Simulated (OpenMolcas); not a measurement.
# Co⁴⁺ among point charges: CASSCF and CASPT2 levels and susceptibility, part 2 of 2

Aim: the splitting of the states of Co⁴⁺ in the field of 6 point charges, its lowest levels with spin-orbit coupling and its magnetic susceptibility.

OpenMolcas 26.06; ANO-RCC-VDZP, DKH2, active space 5 electrons in 5 orbitals (3d), orbitals: per spin and parity. Surroundings: 6 point charges of -2.2 e arranged as an octahedron (Oh), 1.86 Å from the ion.

**7. CASPT2: IPEA 0.25, imaginary shift 0.1 (closed shells correlated: 3s 3p)**

File a.inp:

```
>>> COPY JOB001 $Project.JobIph
&CASPT2
Multistate=1 1
Frozen=2 3
IPEA=0.25
Imaginary=0.1
MaxIter=60
WThr=0.0 0.3 0.05
PrWF=0.5
NoMix
>>> COPY JOB002 $Project.JobIph
&CASPT2
Multistate=24 1 2 3 4 5 6 7 8 9 10 11 12 13 14 15 16 17 18 19 20 21 22
23 24
NoMult
Frozen=2 3
IPEA=0.25
Imaginary=0.1
MaxIter=60
WThr=0.0 0.3 0.05
PrWF=0.5
NoMix
>>> COPY JOB003 $Project.JobIph
&CASPT2
Multistate=75 1 2 3 4 5 6 7 8 9 10 11 12 13 14 15 16 17 18 19 20 21 22
23 24 25 26 27 28 29 30 31 32 33 34 35 36 37 38 39 40 41 42 43 44 45 46
47 48 49 50 51 52 53 54 55 56 57 58 59 60 61 62 63 64 65 66 67 68 69 70
71 72 73 74 75
NoMult
Frozen=2 3
IPEA=0.25
Imaginary=0.1
MaxIter=60
WThr=0.0 0.3 0.05
PrWF=0.5
NoMix
```

The run is started by

```
$ OMP_NUM_THREADS=1 MOLCAS_MEM=1689 MOLCAS_PROJECT=a pymolcas a.inp > a.log
```

The program printed:

```text
Orbital specifications:
      -----------------------

      Symmetry species                           1   2
                                                ag  au
      Frozen orbitals                            2   3
      Inactive orbitals                          1   3
      Active orbitals                            5   0
      Secondary orbitals                         7  13
      Deleted orbitals                           0   0
      Number of basis functions                 15  19
Type of calculation                        SS-CASPT2
      Fock operator                              state-specific
      IPEA shift                                 0.25
      Real shift                                 0.00
      Imaginary shift                            0.10
      The input orbitals will be transformed to quasi-canonical
Reference energy:       -1403.0600308957
      E2 (Non-variational):      -0.2492878286
      Shift correction:          -0.0000472266
      E2 (Variational):          -0.2493350552
      Total energy:           -1403.3093659509
      Residual norm:              0.0000005092
      Reference weight:           0.96858
      Contributions to the CASPT2 correlation energy
      Active & Virtual Only:         -0.0455618419
      One Inactive Excited:          -0.1315804721
      Two Inactive Excited:          -0.0721455145
::    CASPT2 Root  1     Total energy:  -1403.30936595
Orbital specifications:
      -----------------------

      Symmetry species                           1   2
                                                ag  au
      Frozen orbitals                            2   3
      Inactive orbitals                          1   3
      Active orbitals                            5   0
      Secondary orbitals                         7  13
      Deleted orbitals                           0   0
      Number of basis functions                 15  19
Type of calculation                        SS-CASPT2
      Fock operator                              state-specific
      IPEA shift                                 0.25
      Real shift                                 0.00
      Imaginary shift                            0.10
      The input orbitals will be transformed to quasi-canonical
Reference energy:       -1402.8726915096
      E2 (Non-variational):      -0.2596642803
      Shift correction:          -0.0000537071
      E2 (Variational):          -0.2597179874
      Total energy:           -1403.1324094970
      Residual norm:              0.0000005231
      Reference weight:           0.96660
      Contributions to the CASPT2 correlation energy
      Active & Virtual Only:         -0.0492346030
      One Inactive Excited:          -0.1371535103
      Two Inactive Excited:          -0.0732761670
Reference energy:       -1402.8726915096
      E2 (Non-variational):      -0.2596380743
      Shift correction:          -0.0000536802
      E2 (Variational):          -0.2596917545
      Total energy:           -1403.1323832641
      Residual norm:              0.0000005249
      Reference weight:           0.96661
      Contributions to the CASPT2 correlation energy
      Active & Virtual Only:         -0.0492317770
      One Inactive Excited:          -0.1371358842
      Two Inactive Excited:          -0.0732704130
::    CASPT2 Root  1     Total energy:  -1403.13240950
::    CASPT2 Root  2     Total energy:  -1403.13238326
::    CASPT2 Root  3     Total energy:  -1403.13219041
::    CASPT2 Root  4     Total energy:  -1403.12833140
::    CASPT2 Root  5     Total energy:  -1403.12834196
::    CASPT2 Root  6     Total energy:  -1403.12833694
::    CASPT2 Root  7     Total energy:  -1403.12681880
::    CASPT2 Root  8     Total energy:  -1403.12682955
::    CASPT2 Root  9     Total energy:  -1403.12585257
::    CASPT2 Root 10     Total energy:  -1403.09995586
::    CASPT2 Root 11     Total energy:  -1403.09974026
::    CASPT2 Root 12     Total energy:  -1403.09915774
::    CASPT2 Root 13     Total energy:  -1403.09310679
::    CASPT2 Root 14     Total energy:  -1403.09314081
::    CASPT2 Root 15     Total energy:  -1403.09317124
::    CASPT2 Root 16     Total energy:  -1403.09044636
::    CASPT2 Root 17     Total energy:  -1403.09045572
::    CASPT2 Root 18     Total energy:  -1403.01353938
::    CASPT2 Root 19     Total energy:  -1403.01310415
::    CASPT2 Root 20     Total energy:  -1403.01345889
::    CASPT2 Root 21     Total energy:  -1403.00770532
::    CASPT2 Root 22     Total energy:  -1403.00749485
::    CASPT2 Root 23     Total energy:  -1403.00754860
::    CASPT2 Root 24     Total energy:  -1403.00886982
Orbital specifications:
      -----------------------

      Symmetry species                           1   2
                                                ag  au
      Frozen orbitals                            2   3
      Inactive orbitals                          1   3
      Active orbitals                            5   0
      Secondary orbitals                         7  13
      Deleted orbitals                           0   0
      Number of basis functions                 15  19
Type of calculation                        SS-CASPT2
      Fock operator                              state-specific
      IPEA shift                                 0.25
      Real shift                                 0.00
      Imaginary shift                            0.10
      The input orbitals will be transformed to quasi-canonical
Reference energy:       -1402.7920798219
      E2 (Non-variational):      -0.2581808935
      Shift correction:          -0.0000541754
      E2 (Variational):          -0.2582350689
      Total energy:           -1403.0503148908
      Residual norm:              0.0000001845
      Reference weight:           0.96687
      Contributions to the CASPT2 correlation energy
      Active & Virtual Only:         -0.0470030708
      One Inactive Excited:          -0.1453930005
      Two Inactive Excited:          -0.0657848222
Reference energy:       -1402.7920798219
      E2 (Non-variational):      -0.2582504054
      Shift correction:          -0.0000542059
      E2 (Variational):          -0.2583046113
      Total energy:           -1403.0503844333
      Residual norm:              0.0000001849
      Reference weight:           0.96685
      Contributions to the CASPT2 correlation energy
      Active & Virtual Only:         -0.0470053696
      One Inactive Excited:          -0.1454554346
      Two Inactive Excited:          -0.0657896012
::    CASPT2 Root  1     Total energy:  -1403.05031489
::    CASPT2 Root  2     Total energy:  -1403.05038443
::    CASPT2 Root  3     Total energy:  -1403.05038379
::    CASPT2 Root  4     Total energy:  -1403.04858277
::    CASPT2 Root  5     Total energy:  -1403.04632283
::    CASPT2 Root  6     Total energy:  -1403.04637909
::    CASPT2 Root  7     Total energy:  -1403.04637556
::    CASPT2 Root  8     Total energy:  -1403.04651145
::    CASPT2 Root  9     Total energy:  -1403.04651148
::    CASPT2 Root 10     Total energy:  -1403.04724269
::    CASPT2 Root 11     Total energy:  -1403.04431926
::    CASPT2 Root 12     Total energy:  -1403.04427677
::    CASPT2 Root 13     Total energy:  -1403.04222233
::    CASPT2 Root 14     Total energy:  -1403.03514661
::    CASPT2 Root 15     Total energy:  -1403.03514672
::    CASPT2 Root 16     Total energy:  -1403.03556090
::    CASPT2 Root 17     Total energy:  -1403.02941833
::    CASPT2 Root 18     Total energy:  -1403.02951068
::    CASPT2 Root 19     Total energy:  -1403.02037927
::    CASPT2 Root 20     Total energy:  -1403.02047345
::    CASPT2 Root 21     Total energy:  -1403.02047310
::    CASPT2 Root 22     Total energy:  -1403.01310506
::    CASPT2 Root 23     Total energy:  -1403.01135150
::    CASPT2 Root 24     Total energy:  -1403.01135295
::    CASPT2 Root 25     Total energy:  -1403.01128711
::    CASPT2 Root 26     Total energy:  -1402.99379632
::    CASPT2 Root 27     Total energy:  -1402.99379533
::    CASPT2 Root 28     Total energy:  -1402.99386803
::    CASPT2 Root 29     Total energy:  -1402.99143318
::    CASPT2 Root 30     Total energy:  -1402.99163346
```

Time for this run: 4.6 s (1 thread, shared host).

SS-CASPT2: lowest energy less the reference's lowest, -0.2493 hartree; reference weights 0.959 to 0.969.

States without spin-orbit coupling:

```
state  degeneracy  E (cm-1)  free-ion L (%)
  6A1           1         0         S (100)
  4T1           3     38855          G (87)
  4T2           3     39731          G (99)
   4E           2     40063         G (100)
  4A1           1     40277         G (100)
  4T1           3     46034          P (87)
  4T2           3     47456          D (98)
   4E           2     48046         D (100)
  2T2           3     56845          I (87)
  2A2           1     57235          I (92)
  2T2           3     57636          I (96)
  2T1           3     57723          I (94)
   2E           2     58176          I (99)
  2A1           1     58631         I (100)
  2T2           3     60154          D (60)
   2E           2     61431          D (90)
  2T1           3     63411          F (91)
  4T1           3     64964         F (100)
  2A2           1     65022          F (92)
  2T2           3     65411          F (52)
  4A2           1     65951         F (100)
  4T2           3     66234          F (98)
  2T1           3     69254          H (90)
   2E           2     69756          H (68)
```

With spin-orbit coupling:

```tsv
E (cm-1)	Degeneracy	Label	2S+1	g
0	6		6	
38780	2	Γ7	4	2.25 2.25 2.25
38810	4	Γ8	4	
38850	4	Γ8	4	
38920	2	Γ6	4	2.87 2.87 2.87
39600	2	Γ7	4	1.71 1.71 1.71
39690	4	Γ8	4	
39780	2	Γ6	4	4.09 4.09 4.09
39790	4	Γ8	4	
40050	2	Γ7	4	2.17 2.17 2.17
40060	4	Γ8	4	
40070	2	Γ6	4	1.48 1.48 1.48
40270	4	Γ8	4	
45470	4	Γ8	4	
45590	2	Γ7	4	2.53 2.53 2.53
45690	4	Γ8	4	
45940	2	Γ6	4	2.49 2.49 2.49
47380	2	Γ6	4	2.09 2.09 2.09
47570	4	Γ8	4	
47690	2	Γ7	4	4.35 4.35 4.35
47870	4	Γ8	4	
48150	2	Γ6	4	1.04 1.04 1.04
48350	4	Γ8	4	
48420	2	Γ7	4	2.45 2.45 2.45
```

Powder χT (cm³ K/mol): 4.38 at 2 K, 4.38 at 5 K, 4.38 at 10 K, 4.38 at 20 K, 4.38 at 50 K, 4.38 at 100 K, 4.38 at 150 K, 4.38 at 200 K, 4.38 at 250 K, 4.38 at 300 K.

**8. The methods side by side**

A. CASSCF
B. SS-CASPT2, IPEA 0.25, imaginary shift 0.1 (closed shells correlated: 3s 3p)

```csv
method,ground state,first gap with spin-orbit (cm-1),χT at 300 K
A,6A1,41047.7,4.39
B,6A1,38777.3,4.38
```

**9. Outcome**

What follows sums up all 2 parts.

| quantity | value |
| --- | --- |
| method | SS-CASPT2, IPEA 0.25, imaginary shift 0.1 (closed shells correlated: 3s 3p) |
| spin-free ground state | 6A1, 1-fold in its orbital part |
| lowest level | 6-fold |
| next level | 38777.3 cm⁻¹ |
| χT at 300 K | 4.38 cm³ K/mol |
| effective moment at 300 K | 5.92 μB |

Cost by method:

```
                                              method  time of its own steps  time with the reference
                                           A. CASSCF                   16 s                     16 s
B. SS-CASPT2, IPEA 0.25, imaginary shift 0.1, +3s 3p                  4.6 s                     21 s
```

Times are of one thread on a shared host.

The spin-free ground state (6A1) comes to 100 % from free-ion S terms and keeps the highest spin of the shell. χT at 300 K is 4.38, against 4.39 cm³ K/mol for the spin alone, as a half-filled shell (L = 0) has no orbital moment. An active space of the d shell alone favours high spin; real ions in strong fields can be low spin. CASPT2 does not keep the components of a term degenerate, and the means are used. The field of point charges can differ much from that of real complexes. With metal d orbitals alone active, the gaps between spin states are rough; where two lie within a few thousand cm-1, their order is open. Point charges carry no covalency, so the field is a model and not that of real ligands.
